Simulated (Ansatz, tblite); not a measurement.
# GaMe2H (C2H7Ga): a ladder of methods and basis sets

How do method and basis change the picture of GaMe2H (C2H7Ga) (singlet)?

Program: Ansatz 0.2.0, Gaussian basis. Level of theory: as each input shows. These are calculated values, not measurements.

Plan: GFN1-xTB, GFN2-xTB, PBE-D4/def2-TZVP, r2SCAN-D4/def2-TZVP, CAM-B3LYP-D4/def2-TZVP, r2SCANh-D4/def2-TZVP, PBE-QIDH/def2-TZVP, PBE-D4/def2-SVP, PBE0-D4/def2-SVP, HF/STO-3G, CCSD(T)/def2-TZVP, RPA/def2-TZVP.

2 further runs of the same task are left out: 2 set aside as unsound or not needed.

### 1 The geometry

The geometry is that of the singlet, from an earlier relaxation (r2SCAN-D4/def2-SVP).

10 atoms, charge 0, spin multiplicity 1.

Bond lengths: C1–Ga3 1.967 Å, C1–H4 1.105 Å, C1–H5 1.101 Å, C1–H6 1.101 Å, C2–Ga3 1.967 Å, C2–H7 1.105 Å, C2–H8 1.101 Å, C2–H9 1.102 Å, Ga3–H10 1.574 Å. Angles: Ga3–C1–H4 108.5°, Ga3–C1–H5 112.5°, Ga3–C1–H6 112.5°, H4–C1–H5 107.0°, H4–C1–H6 106.8°, H5–C1–H6 109.1°, Ga3–C2–H7 108.7°, Ga3–C2–H8 112.9°, Ga3–C2–H9 112.1°, H7–C2–H8 107.3°, H7–C2–H9 106.6°, H8–C2–H9 109.0°, C1–Ga3–C2 121.2°, C1–Ga3–H10 119.6°, C2–Ga3–H10 119.2°.

Geometry (Å):

```xyz
10
C2H7Ga
C     1.5978   -0.6634    0.0699
C    -1.3556    1.0697   -0.0616
Ga   -0.3670   -0.6305   -0.0175
H     1.9011   -0.7200    1.1312
H     2.0540    0.2478   -0.3477
H     2.0281   -1.5440   -0.4318
H    -1.6412    1.2857   -1.1069
H    -0.7583    1.9217    0.2981
H    -2.2923    1.0186    0.5158
H    -1.1666   -1.9855   -0.0495
```

PBE0-D4/def2-TZVP was run before; its log isn't repeated, and its numbers join the tables.

### 2 GFN1-xTB

Tight binding, by tblite at 300 K electronic temperature and without a spin-polarisation term:

```python
tblite.interface.Calculator('GFN1-xTB', numbers, positions, charge=0, uhf=0).singlepoint()
```

Energy -252.7013 eV, HOMO -11.08 eV, LUMO -4.56 eV; 0.003 s.

### 3 GFN2-xTB

Tight binding, by tblite at 300 K electronic temperature and without a spin-polarisation term:

```python
tblite.interface.Calculator('GFN2-xTB', numbers, positions, charge=0, uhf=0).singlepoint()
```

Energy -244.7798 eV, HOMO -10.58 eV, LUMO -5.28 eV; 0.002 s.

### 4 PBE-D4/def2-TZVP

start.molden holds the orbitals of an earlier run on this state, given as this run's starting guess.

The input, in.yaml:

```yaml
crystal:
  periodic: [false, false, false]
  atoms:
    - {symbol: C, position_ang: [1.597844, -0.663412, 0.069920]}
    - {symbol: C, position_ang: [-1.355598, 1.069658, -0.061571]}
    - {symbol: Ga, position_ang: [-0.367018, -0.630543, -0.017461]}
    - {symbol: H, position_ang: [1.901109, -0.720023, 1.131192]}
    - {symbol: H, position_ang: [2.054015, 0.247796, -0.347713]}
    - {symbol: H, position_ang: [2.028079, -1.543983, -0.431799]}
    - {symbol: H, position_ang: [-1.641236, 1.285725, -1.106938]}
    - {symbol: H, position_ang: [-0.758264, 1.921705, 0.298078]}
    - {symbol: H, position_ang: [-2.292305, 1.018588, 0.515779]}
    - {symbol: H, position_ang: [-1.166627, -1.985530, -0.049487]}
basis:
  gaussian: {orbitals: def2-TZVP, initial_orbitals: start.molden}
hamiltonian: {xc: pbe, dispersion: d4}
scf: {omitted_lower_state_checks: [starts]}
output: {forces: true, orbitals: {seedname: orbitals}}
```

Run with:

```console
> ansatz run in.yaml --threads 2 --pin off --events-out ev --progress --plain --max-ram 4352MiB
```

After this run come: r2SCAN-D4/def2-TZVP; CAM-B3LYP-D4/def2-TZVP; r2SCANh-D4/def2-TZVP; PBE-QIDH/def2-TZVP; PBE-D4/def2-SVP; PBE0-D4/def2-SVP; HF/STO-3G; CCSD(T)/def2-TZVP; RPA/def2-TZVP.

Q: Predict the results of all the runs planned. Wanted: gap in def2-TZVP, named functionals, smallest and largest; correlation energy, CCSD(T)/def2-TZVP; binding an atom, CCSD(T)/def2-TZVP; PBE0 total energy, smallest basis above largest.

The runs gave:

| quantity | value |
| --- | --- |
| gap in def2-TZVP, named functionals, smallest and largest | 4.72 eV (PBE-D4), 8.96 eV (CAM-B3LYP-D4) |
| correlation energy, CCSD(T)/def2-TZVP | -17.30 eV |
| binding an atom, CCSD(T)/def2-TZVP | 3.379 eV |
| PBE0 total energy, smallest basis above largest | 9.11 eV (def2-SVP, def2-TZVP) |

**Reading.** Over the named functionals in def2-TZVP the gap runs from 4.72 eV (PBE-D4) to 8.96 eV (CAM-B3LYP-D4); exact exchange widens it. The functionals in def2-TZVP miss CCSD(T)/def2-TZVP by +0.096 (PBE0-D4) to +0.117 eV (PBE-D4) an atom. CCSD(T)/def2-TZVP isn't at the basis-set limit; small misses against it rank nothing.
